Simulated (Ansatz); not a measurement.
**C₂H₇FSn: one species, many methods**

The task here is to estimate one member of a computed series from the others.

Program: Ansatz 0.2.0, Gaussian basis. Level of theory: functionals in def2-TZVPP, the program's frozen cores in correlated methods. These are calculated values, not measurements.

The runs, in order: LDA (SPW92), PBE-D4, revPBE-D4, BLYP-D4, r2SCAN-D4, B97M-V, PBE0-D4, B3LYP-D4, r2SCANh-D4, r2SCAN0-D4, HSE06-D4, BHLYP-D4, CAM-B3LYP-D4, LC-ωPBE, ωB97X-V, ωB97M-V, B2PLYP, PBE-QIDH; CCSD(T)/def2-SVP; CCSD(T)/def2-TZVPP; MP2/def2-QZVPP; extrapolation to the limit; RPA on PBE.

## The relaxed structure

All runs share one geometry, relaxed beforehand with PBE0-D4 in a triple-zeta def2 set. Sn takes the def2 core potential; no spin-orbit term is included.

SMILES `[CH3][SnH2][CH2]F`, 11 atoms, charge 0, spin multiplicity 1.

Atoms are counted from 1 here; the program's logs count them from 0.

Bond lengths: C1–Sn2 2.137 Å, C1–H5 1.090 Å, C1–H6 1.090 Å, C1–H7 1.090 Å, Sn2–C3 2.171 Å, Sn2–H8 1.710 Å, Sn2–H9 1.714 Å, C3–F4 1.390 Å, C3–H10 1.093 Å, C3–H11 1.093 Å. Angles: Sn2–C1–H5 110.4°, Sn2–C1–H6 109.3°, Sn2–C1–H7 110.0°, H5–C1–H6 109.1°, H5–C1–H7 109.0°, H6–C1–H7 109.0°, C1–Sn2–C3 108.3°, C1–Sn2–H8 110.9°, C1–Sn2–H9 111.2°, C3–Sn2–H8 108.9°, C3–Sn2–H9 108.3°, H8–Sn2–H9 109.2°, Sn2–C3–F4 109.3°, Sn2–C3–H10 110.9°, Sn2–C3–H11 111.6°, F4–C3–H10 108.1°, F4–C3–H11 108.2°, H10–C3–H11 108.6°.

Set-up of the first run:

File in.yaml:

```yaml
crystal:
  periodic: [false, false, false]
  atoms:
    - {symbol: C, position_ang: [0.147132, 1.777158, 0.045318]}
    - {symbol: Sn, position_ang: [-0.802199, -0.099029, -0.334562]}
    - {symbol: C, position_ang: [0.585934, -1.683025, 0.193955]}
    - {symbol: F, position_ang: [1.085509, -1.450712, 1.470538]}
    - {symbol: H, position_ang: [-0.554014, 2.596425, -0.112752]}
    - {symbol: H, position_ang: [0.497935, 1.801003, 1.076996]}
    - {symbol: H, position_ang: [0.999324, 1.905519, -0.622186]}
    - {symbol: H, position_ang: [-2.220005, -0.266541, 0.607489]}
    - {symbol: H, position_ang: [-1.203321, -0.266490, -1.992623]}
    - {symbol: H, position_ang: [1.429338, -1.709514, -0.501429]}
    - {symbol: H, position_ang: [0.099769, -2.661794, 0.189856]}
basis:
  gaussian: {orbitals: def2-TZVPP}
hamiltonian: {xc: lda}
output: {orbitals: {seedname: orbitals}}
```

Launch:

```sh
$ ansatz run in.yaml --threads 4 --pin off --events-out ev --progress --plain --max-ram 10444MiB
```

Steps of the session up to this table: LDA; PBE-D4 (GGA); revPBE-D4 (GGA); BLYP-D4 (GGA); r2SCAN-D4 (meta-GGA); B97M-V (meta-GGA); B3LYP-D4 (hybrid); r2SCANh-D4 (hybrid); r2SCAN0-D4 (hybrid); HSE06-D4 (hybrid); BHLYP-D4 (hybrid); CAM-B3LYP-D4 (range-separated); LC-ωPBE (range-separated); ωB97X-V (range-separated); ωB97M-V (range-separated); B2PLYP (double hybrid); PBE-QIDH (double hybrid).

One of the session's tables, all rows but one given; the rest of the session is left out.

It belongs to the step «Frontier levels by functional». 

```
  functional  HOMO (eV)  LUMO (eV)  gap (eV)
 LDA (SPW92)      -6.62      -0.63      5.99
      PBE-D4      -6.47      -0.47      6.00
   revPBE-D4      -6.40      -0.39      6.01
     BLYP-D4      -6.37      -0.43      5.94
   r2SCAN-D4      -6.74       0.02      6.76
      B97M-V      -6.84      -0.36      6.47
     PBE0-D4      -7.79       0.25      8.04
    B3LYP-D4      -7.59      -0.02      7.57
  r2SCANh-D4      -7.23       0.26      7.49
  r2SCAN0-D4      -7.98       0.57      8.55
    HSE06-D4      -7.40      -0.10      7.29
    BHLYP-D4          ?          ?         ?
CAM-B3LYP-D4      -9.16       0.98     10.13
     LC-ωPBE     -10.45       2.07     12.52
     ωB97X-V     -10.12       1.92     12.03
     ωB97M-V     -10.01       1.48     11.49
```

**Question.** Estimate the row for BHLYP-D4.

Worked estimate for «HOMO (eV)». Against the share of exact exchange, BLYP-D4 (0, -6.37), B3LYP-D4 (0.2, -7.59) give a slope of -6.10 per unit share; at 0.5 the line stands at -9.42.

As computed: HOMO (eV): -9.02; LUMO (eV): 0.81; gap (eV): 9.83. In «HOMO (eV)» the line misses by -0.40.
